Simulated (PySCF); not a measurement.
# [Hf(OH)3]+: a change of charge

How does [Hf(OH)3]+ respond at fixed geometry? The runs cover a change of charge. The structure is generated, not taken from experiment.

Program: PySCF 2.14.0. Level of theory: PBE0, Hf def2-SVP with ECP60, O def2-SVP, H def2-SVP; scalar-relativistic core potentials, no spin–orbit coupling. These are calculated values, not measurements.

1 further run of the same task is left out (for a known fault of the program).

## Step 1: Starting geometry

7 atoms, charge 1, spin multiplicity 1.

Bond lengths: Hf1–O2 1.875 Å, Hf1–O4 1.875 Å, Hf1–O6 1.875 Å, O2–H3 0.963 Å, O4–H5 0.963 Å, O6–H7 0.963 Å. Angles: O2–Hf1–O4 110.8°, O2–Hf1–O6 110.8°, O4–Hf1–O6 110.8°, Hf1–O2–H3 166.9°, Hf1–O4–H5 166.9°, Hf1–O6–H7 166.9°.

As a file:

| atom | x (Å) | y (Å) | z (Å) |
| --- | --- | --- | --- |
| Hf1 | 0.00000 | 0.00000 | -0.56915 |
| O2 | 1.78155 | -0.00001 | 0.01477 |
| H3 | 2.60436 | -0.00001 | 0.51425 |
| O4 | -0.89077 | 1.54287 | 0.01477 |
| H5 | -1.30217 | 2.25544 | 0.51425 |
| O6 | -0.89078 | -1.54286 | 0.01477 |
| H7 | -1.30219 | -2.25543 | 0.51425 |

Formal oxidation states: Hf +4. An earlier session relaxed this geometry at PBE0, Hf def2-SVP with ECP60, O def2-SVP, H def2-SVP (singlet, point group C3v).

Its energy there is -274.990627 Eh.

## Step 2: One electron removed, multiplicity 2

run.py (the lines that set the calculation)

```python
mol = gto.M(atom='''
Hf     0.00000     0.00000    -0.56915
O      1.78155    -0.00001     0.01477
H      2.60436    -0.00001     0.51425
O     -0.89077     1.54287     0.01477
H     -1.30217     2.25544     0.51425
O     -0.89078    -1.54286     0.01477
H     -1.30219    -2.25543     0.51425''',
    basis={'Hf': 'def2-SVP', 'O': 'def2-SVP', 'H': 'def2-SVP'},
    ecp={'Hf': 'def2-SVP'},
    charge=2, spin=1)
mf = dft.UKS(mol, xc='PBE0')
mf.grids.atom_grid = (50, 194)
mf = mf.density_fit()  # fitting sets: Hf def2-universal-JKFIT, O def2-universal-JKFIT, H def2-universal-JKFIT
mf.conv_tol = 1e-08; mf.max_cycle = 55
mf.kernel(dm0)  # dm0: the density of the relaxed state
```

Launch:

```bash
> OMP_NUM_THREADS=2 python run.py
```

What it wrote:

```text
init E= -274.999175256152
  HOMO = -0.530440234064  LUMO = -0.510695128458  gap/eV = 0.53729
cycle= 1 E= -274.344876766808  delta_E= 0.654  |g|= 0.302  |ddm|= 0.644
  HOMO = -0.840204999174  LUMO = -0.772140938427  gap/eV = 1.85212
cycle= 2 E= -274.314535528948  delta_E= 0.0303  |g|= 0.435  |ddm|= 0.46
  HOMO = -0.776373116056  LUMO = -0.700744984422  gap/eV = 2.05795
cycle= 3 E= -274.385288701931  delta_E= -0.0708  |g|= 0.0511  |ddm|= 0.287
  HOMO = -0.76771626797  LUMO = -0.692228107468  gap/eV = 2.05414
cycle= 4 E= -274.386674239925  delta_E= -0.00139  |g|= 0.017  |ddm|= 0.0709
  HOMO = -0.764362288514  LUMO = -0.688047272057  gap/eV = 2.07664
cycle= 5 E= -274.386708777818  delta_E= -3.45e-05  |g|= 0.0204  |ddm|= 0.0288
  HOMO = -0.764731486602  LUMO = -0.687751923352  gap/eV = 2.09472
cycle= 6 E= -274.3868877859  delta_E= -0.000179  |g|= 0.00513  |ddm|= 0.0191
  HOMO = -0.764611087097  LUMO = -0.6871995737  gap/eV = 2.10647
cycle= 7 E= -274.386906796547  delta_E= -1.9e-05  |g|= 0.000572  |ddm|= 0.00702
  HOMO = -0.76458316553  LUMO = -0.687140633473  gap/eV = 2.10732
cycle= 8 E= -274.386907182695  delta_E= -3.86e-07  |g|= 0.000152  |ddm|= 0.00112
  HOMO = -0.764573382037  LUMO = -0.687135537904  gap/eV = 2.10719
cycle= 9 E= -274.386907218927  delta_E= -3.62e-08  |g|= 5.78e-05  |ddm|= 0.000354
  HOMO = -0.764571004213  LUMO = -0.687135410058  gap/eV = 2.10713
cycle= 10 E= -274.386907222198  delta_E= -3.27e-09  |g|= 9.98e-06  |ddm|= 0.000105
  HOMO = -0.764569711314  LUMO = -0.687135153295  gap/eV = 2.10710
Extra cycle  E= -274.386907222256  delta_E= -5.85e-11  |g|= 1.17e-05  |ddm|= 2.11e-05
converged SCF energy = -274.386907222256  <S^2> = 0.77514145  2S+1 = 2.0249854
```

It took 1.6 s on 2 threads of Arm Neoverse V2, shared host.

Read off: E = -274.386907 Eh (+16.428 eV from the relaxed state), HOMO -20.81 eV, LUMO -18.70 eV (over both spins), ⟨S²⟩ = 0.775, Mulliken charge on Hf1 +1.67 e. 

## Step 3: One electron added, multiplicity 2

Edit run.py (the lines that set the calculation) of step 2 so:

```diff
@@ -10,3 +10,3 @@
     ecp={'Hf': 'def2-SVP'},
-    charge=2, spin=1)
+    charge=0, spin=1)
 mf = dft.UKS(mol, xc='PBE0')
```

Launch:

```bash
> OMP_NUM_THREADS=2 python run.py
```

What it wrote:

```text
init E= -274.9983210136
  HOMO = -0.283256135035  LUMO = -0.278543377727  gap/eV = 0.12824
cycle= 1 E= -275.173615353408  delta_E= -0.175  |g|= 0.209  |ddm|= 1.18
  HOMO = -0.0890789725565  LUMO = 0.00140836606806  gap/eV = 2.46229
cycle= 2 E= -275.176088281349  delta_E= -0.00247  |g|= 0.229  |ddm|= 0.842
  HOMO = -0.138150040201  LUMO = -0.0327210915311  gap/eV = 2.86887
cycle= 3 E= -275.206271553983  delta_E= -0.0302  |g|= 0.0453  |ddm|= 0.383
  HOMO = -0.143118278049  LUMO = -0.0362234093522  gap/eV = 2.90876
cycle= 4 E= -275.206929960506  delta_E= -0.000658  |g|= 0.0183  |ddm|= 0.0421
  HOMO = -0.145675776803  LUMO = -0.0372425588642  gap/eV = 2.95062
cycle= 5 E= -275.207078191459  delta_E= -0.000148  |g|= 0.0028  |ddm|= 0.0217
  HOMO = -0.145812332541  LUMO = -0.0370328624448  gap/eV = 2.96004
cycle= 6 E= -275.207085355236  delta_E= -7.16e-06  |g|= 0.0011  |ddm|= 0.00499
  HOMO = -0.145785407295  LUMO = -0.0368886426905  gap/eV = 2.96323
cycle= 7 E= -275.207086928991  delta_E= -1.57e-06  |g|= 0.000366  |ddm|= 0.00262
  HOMO = -0.145770461703  LUMO = -0.0368457852652  gap/eV = 2.96399
cycle= 8 E= -275.207087095435  delta_E= -1.66e-07  |g|= 6.51e-05  |ddm|= 0.000836
  HOMO = -0.145770954346  LUMO = -0.0368513997379  gap/eV = 2.96385
cycle= 9 E= -275.207087098123  delta_E= -2.69e-09  |g|= 5.1e-05  |ddm|= 0.000192
  HOMO = -0.145770863937  LUMO = -0.0368525221364  gap/eV = 2.96382
Extra cycle  E= -275.207087095965  delta_E= 2.16e-09  |g|= 9.17e-05  |ddm|= 9.36e-05
converged SCF energy = -275.207087095965  <S^2> = 0.75159003  2S+1 = 2.0015894
```

It took 1.5 s on 2 threads of Arm Neoverse V2, shared host.

Result: E = -275.207087 Eh (-5.890 eV from the relaxed state), HOMO -3.97 eV, LUMO -1.00 eV (over both spins), ⟨S²⟩ = 0.752, Mulliken charge on Hf1 +0.71 e. 

## Step 4: Results

| state | energy from the relaxed state (eV) | ⟨S²⟩ | time |
| --- | --- | --- | --- |
| charge +1, singlet, vacuum (relaxed) | 0 | 0.00 |  |
| charge 0, doublet, vacuum | -5.89 | 0.75 | 1.5 s |
| charge +2, doublet, vacuum | 16.43 | 0.78 | 1.6 s |

An electron taken off or put on is at rest in vacuum. 

Removing an electron vertically costs 16.43 eV (doublet), against −HOMO = 14.17 eV. Adding an electron vertically releases 5.89 eV (doublet). The bases are small and lack diffuse functions. Spin–orbit coupling is left out.
